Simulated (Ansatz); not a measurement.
# Ge: the cost of one run

Computed with Ansatz 0.2.0 (DFT PBE, scalar-relativistic, plane waves, PAW, unless a step's input says otherwise).

## 1. The structure to begin with

Symmetry: P-3m1, No. 164, trigonal system. The conventional cell has a = 4.000 Å, b = 4.000 Å, c = 27.616 Å, α = 90.00°, β = 90.00°, γ = 120.00°. Ge (site symmetry 3m) has 3 Ge at 2.45 Å as nearest neighbours. Around Ge (site symmetry 3m) lie 4 Ge at 2.45 Å.

Coordinates:

```cif
data_structure
_symmetry_space_group_name_H-M 'P-3m1'
_symmetry_Int_Tables_number 164
_cell_length_a 4.0005
_cell_length_b 4.0005
_cell_length_c 27.6157
_cell_angle_alpha 90.000
_cell_angle_beta 90.000
_cell_angle_gamma 120.000
_cell_volume 382.75
loop_
_atom_site_label
_atom_site_type_symbol
_atom_site_symmetry_multiplicity
_atom_site_Wyckoff_symbol
_atom_site_fract_x
_atom_site_fract_y
_atom_site_fract_z
_atom_site_occupancy
Ge1 Ge 2 d 0.66667 0.33333 0.30780 1
Ge2 Ge 2 d 0.33333 0.66667 0.33737 1
Ge3 Ge 2 d 0.33333 0.66667 0.42608 1
Ge4 Ge 2 c 0.00000 0.00000 0.45565 1
```

Slab cut from the bulk at the bulk's listed lattice constants, lower half held.

## 2. Relaxing the atoms

File input.yaml:

```yaml
crystal:
  lattice:
    - [4.0004849, 0.0, 0.0]
    - [-2.00024245, 3.46452155, 0.0]
    - [0.0, 0.0, 27.6157421655]
  atoms:
    - { symbol: Ge, position: [0.33333333, 0.66666667, 0.3077954577] }
    - { symbol: Ge, position: [0.0, 0.0, 0.3373653825] }
    - { symbol: Ge, position: [0.0, 0.0, 0.4260751776] }
    - { symbol: Ge, position: [0.66666667, 0.33333333, 0.4556451024] }
    - { symbol: Ge, position: [0.66666667, 0.33333333, 0.5443548976] }
    - { symbol: Ge, position: [0.33333333, 0.66666667, 0.5739248224] }
    - { symbol: Ge, position: [0.33333333, 0.66666667, 0.6626346175] }
    - { symbol: Ge, position: [0.0, 0.0, 0.6922045423] }
basis:
  ecutwfc: 420.0
  fft_grid_basis: typed
kpoints:
  mp_grid: { grid: [9, 9, 1] }
hamiltonian:
  xc: pbe
scf:
  occupations: { method: gaussian, width: 0.1 }
output:
  forces: true
  eigenvalues: true
efield:
  axis: 3
  dipole_correction: true
  ramp_width: 0.04
relax:
  adjacent_minimum: "off"
  f_tol: 0.04
  max_steps: 40
  constraints: [{ sites: [0, 1, 2, 3] }]
```

Started as:

```bash
> ansatz run input.yaml --threads 1 --pin off --max-ram 2211MiB --backend cpu --events-out ev --progress --plain --runs-dir out
```

Q: Estimate wall time and peak memory on 1 thread of Intel Xeon 6975P-C (Granite Rapids), shared host.

About 48 s, with a peak of 0.69 GiB.
